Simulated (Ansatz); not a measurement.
# Na2P: the cost of one run

Program: Ansatz 0.2.0. Level of theory: DFT PBE, scalar-relativistic, plane waves, PAW. These are calculated values, not measurements.

## (1) The system as given

It takes space group I4/mmm (No. 139, tetragonal). Conventional cell: a = 3.548 Å, b = 3.548 Å, c = 12.834 Å, α = 90.00°, β = 90.00°, γ = 90.00°. Na (site symmetry 4mm) has 4 P at 3.01 Å and 1 Na at 3.34 Å as nearest neighbours. Around P (site symmetry 4/mmm) lie 8 Na at 3.01 Å.

Structure file:

```
Na P
1.0
    -1.77424    1.77424    6.41683
     1.77424   -1.77424    6.41683
     1.77424    1.77424   -6.41683
Na P
2 1
Direct
  0.37000 0.37000 0.00000
  0.63000 0.63000 0.00000
  0.00000 0.00000 0.00000
```

Recipe of the guess: species swapped into a database cell of Ba2Hg (I4/mmm, No. 139), with Na on the Ba sites and P on the Hg sites. Its size is a rough estimate.

## (2) The guess as it stands, on a coarse mesh

Input file input.yaml:

```yaml
crystal:
  lattice:
    - [-1.77423947, 1.77423947, 6.41683288]
    - [1.77423947, -1.77423947, 6.41683288]
    - [1.77423947, 1.77423947, -6.41683288]
  atoms:
    - { symbol: Na, position: [0.37, 0.37, 0.0] }
    - { symbol: Na, position: [0.63, 0.63, 0.0] }
    - { symbol: P, position: [0.0, 0.0, 0.0] }
basis:
  ecutwfc: 420
kpoints:
  mp_grid: { grid: [6, 6, 6] }
hamiltonian:
  xc: pbe
scf:
  occupations: { method: gaussian, width: 0.1 }
  lower_state_search: "off"
output:
  forces: true
  stress: true
  eigenvalues: true
```

Launch:

```bash
> ansatz run input.yaml --threads 1 --pin off --max-ram 2048MiB --backend cpu --events-out ev --progress --plain --runs-dir out
```

Q: Estimate wall time and peak memory on 1 thread of Arm Neoverse V1, shared host.

About 2 s, with a peak of 0.31 GiB.
